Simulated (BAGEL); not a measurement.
# C2H3FSSi (SMILES F[SiH2]C=C=S) at HF/6-31G(d) (density fitting with qzvpp-jkfit, spherical functions)

Aim: the vertical singlet–triplet gap of C2H3FSSi at HF/6-31G* (density fitting with qzvpp-jkfit, spherical functions), from 2 runs. 

The calculation is run with BAGEL 1.2.2.

2 further runs of the same task are left out: 1 that didn't finish, 1 set aside as unsound or not needed. Runs told in other sessions of the task aren't counted.

**1. Starting point**

The species is C2H3FSSi (8 atoms), meant as a singlet with charge 0. SMILES: `F[SiH2]C=C=S`. The coordinates come from a GFN2-xTB relaxation. This is one conformer, not always the lowest.

Bond lengths: F1–Si2 1.605 Å, Si2–C3 1.881 Å, C3–C4 1.294 Å, C4–S5 1.555 Å, Si2–H6 1.455 Å, Si2–H7 1.455 Å, C3–H8 1.077 Å. Angles: F1–Si2–C3 108.1°, Si2–C3–C4 122.9°, C3–C4–S5 176.4°, F1–Si2–H6 105.0°, F1–Si2–H7 105.2°, C3–Si2–H6 111.4°, C3–Si2–H7 111.0°, Si2–C3–H8 116.6°, C4–C3–H8 120.6°, H6–Si2–H7 115.5°.

**2. A single-point energy at HF/6-31G(d) (density fitting with qzvpp-jkfit, spherical functions)**

File calc.json:

```json
{ "bagel" : [

{
  "title" : "molecule",
  "basis" : "6-31gs.json",
  "df_basis" : "qzvpp-jkfit",
  "angstrom" : "true",
  "geometry" : [
    { "atom" : "F", "xyz" : [      -1.253920,      -0.326960,       1.463900 ] },
    { "atom" : "Si", "xyz" : [       0.267060,       0.041160,       1.106290 ] },
    { "atom" : "C", "xyz" : [       0.429860,       0.092500,      -0.766640 ] },
    { "atom" : "C", "xyz" : [      -0.572580,      -0.090000,      -1.563850 ] },
    { "atom" : "S", "xyz" : [      -1.833740,      -0.323980,      -2.443310 ] },
    { "atom" : "H", "xyz" : [       0.486020,       1.354760,       1.693630 ] },
    { "atom" : "H", "xyz" : [       1.064030,      -1.038480,       1.669340 ] },
    { "atom" : "H", "xyz" : [       1.413270,       0.291000,      -1.159350 ] }
  ]
},

{
  "title" : "hf"
},

{
  "title" : "print",
  "file" : "orbitals.molden",
  "orbitals" : "true"
}

]}
```

The basis set 6-31G* is read from a file made from the Basis Set Exchange's data (not shown).

Started as:

```console
BAGEL_NUM_THREADS=1 BAGEL calc.json > calc.out
```

Log:

```text
* using 1 threads per process

  ===============================================================
  ===============================================================

  *** Geometry ***

  { "atom" : "F", "xyz" : [     -2.369565,     -0.617865,      2.766370 ] },
  { "atom" : "Si", "xyz" : [      0.504670,      0.077781,      2.090585 ] },
  { "atom" : "C", "xyz" : [      0.812318,      0.174800,     -1.448740 ] },
  { "atom" : "C", "xyz" : [     -1.082019,     -0.170075,     -2.955248 ] },
  { "atom" : "S", "xyz" : [     -3.465266,     -0.612233,     -4.617187 ] },
  { "atom" : "H", "xyz" : [      0.918445,      2.560125,      3.200497 ] },
  { "atom" : "H", "xyz" : [      2.010725,     -1.962443,      3.154595 ] },
  { "atom" : "H", "xyz" : [      2.670693,      0.549910,     -2.190854 ] },

  Number of auxiliary basis functions:      537

  Since a DF basis is specified, we compute 2- and 3-index integrals:
    o Being stored without compression. Storage requirement is 0.030 GB

  Number of basis functions:       84
  Number of electrons      :       54

    * METHOD: MOLECULE                             0.75

  *** RHF ***

  === Nuclear Repulsion ===
   246.5067120186

      * DIIS with orbital gradients will be used.

  === RHF iteration (6-31gs.json) ===
      0       -863.19802712          0.01619635           0.18
      1       -863.31922851          0.00922263           0.17
      2       -863.36327827          0.00151503           0.17
      3       -863.36547752          0.00037681           0.17
      4       -863.36568758          0.00021425           0.17
      5       -863.36575397          0.00008259           0.20
      6       -863.36577275          0.00004376           0.17
      7       -863.36577650          0.00001314           0.17
      8       -863.36577683          0.00000685           0.17
      9       -863.36577689          0.00000295           0.17
     10       -863.36577690          0.00000132           0.17
     11       -863.36577691          0.00000053           0.17
     12       -863.36577691          0.00000014           0.17
     13       -863.36577691          0.00000006           0.17
     14       -863.36577691          0.00000003           0.17
     15       -863.36577691          0.00000001           0.17
     16       -863.36577691          0.00000001           0.17
    * SCF iteration converged.

    * Permanent dipole moment:
           (   -1.135213,    -0.251050,    -0.117086) a.u.

    * METHOD: HF                                   3.52

    * METHOD: PRINT                                0.05

  ===============================================================
```

Run time: 4.8 s. Hardware: 1 thread of AMD EPYC, shared host; peak memory 0.14 GiB.

**3. The triplet, same level**

File hf.json:

```json
{ "bagel" : [

{
  "title" : "molecule",
  "basis" : "6-31gs.json",
  "df_basis" : "qzvpp-jkfit",
  "angstrom" : "true",
  "geometry" : [
    { "atom" : "F", "xyz" : [      -1.253920,      -0.326960,       1.463900 ] },
    { "atom" : "Si", "xyz" : [       0.267060,       0.041160,       1.106290 ] },
    { "atom" : "C", "xyz" : [       0.429860,       0.092500,      -0.766640 ] },
    { "atom" : "C", "xyz" : [      -0.572580,      -0.090000,      -1.563850 ] },
    { "atom" : "S", "xyz" : [      -1.833740,      -0.323980,      -2.443310 ] },
    { "atom" : "H", "xyz" : [       0.486020,       1.354760,       1.693630 ] },
    { "atom" : "H", "xyz" : [       1.064030,      -1.038480,       1.669340 ] },
    { "atom" : "H", "xyz" : [       1.413270,       0.291000,      -1.159350 ] }
  ]
},

{ "title" : "uhf", "nopen" : 2 },

{ "title" : "print", "file" : "orbitals.molden", "orbitals" : "true" }

]}
```

The basis set 6-31G* is read from a file made from the Basis Set Exchange's data (not shown).

Started as:

```console
BAGEL_NUM_THREADS=1 BAGEL hf.json > hf.out
```

Log:

```text
* using 1 threads per process

  ===============================================================
  ===============================================================

  *** Geometry ***

  { "atom" : "F", "xyz" : [     -2.369565,     -0.617865,      2.766370 ] },
  { "atom" : "Si", "xyz" : [      0.504670,      0.077781,      2.090585 ] },
  { "atom" : "C", "xyz" : [      0.812318,      0.174800,     -1.448740 ] },
  { "atom" : "C", "xyz" : [     -1.082019,     -0.170075,     -2.955248 ] },
  { "atom" : "S", "xyz" : [     -3.465266,     -0.612233,     -4.617187 ] },
  { "atom" : "H", "xyz" : [      0.918445,      2.560125,      3.200497 ] },
  { "atom" : "H", "xyz" : [      2.010725,     -1.962443,      3.154595 ] },
  { "atom" : "H", "xyz" : [      2.670693,      0.549910,     -2.190854 ] },

  Number of auxiliary basis functions:      537

  Since a DF basis is specified, we compute 2- and 3-index integrals:
    o Being stored without compression. Storage requirement is 0.030 GB

  Number of basis functions:       84
  Number of electrons      :       54

    * METHOD: MOLECULE                             0.67

  *** Open-shell HF ***

  === Nuclear Repulsion ===
   246.5067120186

      * DIIS with orbital gradients will be used.

  === UHF iteration (6-31gs.json) ===
      0       -863.10088166          0.03252940           0.48
      1       -863.23640924          0.01919769           0.40
      2       -863.27420487          0.01159122           0.44
      3       -863.29376780          0.00102889           0.37
      4       -863.29563465          0.00041727           0.48
      5       -863.29606489          0.00027674           0.46
      6       -863.29639746          0.00019446           0.50
      7       -863.29656009          0.00010635           0.38
      8       -863.29658571          0.00005580           0.37
      9       -863.29659027          0.00002393           0.39
     10       -863.29659213          0.00001529           0.38
     11       -863.29659326          0.00000870           0.44
     12       -863.29659353          0.00000413           0.49
     13       -863.29659356          0.00000228           0.42
     14       -863.29659357          0.00000161           0.46
     15       -863.29659358          0.00000112           0.46
     16       -863.29659359          0.00000056           0.46
     17       -863.29659359          0.00000035           0.46
     18       -863.29659359          0.00000025           0.38
     19       -863.29659359          0.00000015           0.37
     20       -863.29659359          0.00000008           0.38
     21       -863.29659359          0.00000006           0.37
     22       -863.29659359          0.00000004           0.38
     23       -863.29659359          0.00000003           0.37
     24       -863.29659359          0.00000002           0.39
     25       -863.29659359          0.00000002           0.37
     26       -863.29659359          0.00000001           0.38
     27       -863.29659359          0.00000001           0.38
    * SCF iteration converged.

    * S^2 (UHF) is 2.1197

    * Permanent dipole moment:
           (   -1.101154,    -0.243602,    -0.138648) a.u.

    * METHOD: UHF                                 12.10

    * METHOD: PRINT                                0.05

  ===============================================================
```

Run time: 14 s. Hardware: 1 thread of AMD EPYC, shared host; peak memory 0.14 GiB.

**4. Outcome**

At HF/6-31G* (density fitting with qzvpp-jkfit, spherical functions):

```
                                        quantity          value
                           singlet: total energy  -863.36578 Eh
                          singlet: dipole moment         2.97 D
                            singlet: HOMO energy       -9.05 eV
                            singlet: LUMO energy        1.69 eV
                          singlet: HOMO–LUMO gap       10.74 eV
                           triplet: total energy  -863.29659 Eh
                          triplet: dipole moment         2.89 D
                                   triplet: ⟨S²⟩          2.120
vertical energy of the triplet above the singlet       1.883 eV
```

In words: At this shape the triplet lies 1.88 eV (182 kJ/mol) above the singlet. ⟨S²⟩ (triplet) is 2.12 where a pure triplet has 2.00: the reference is spin-contaminated.
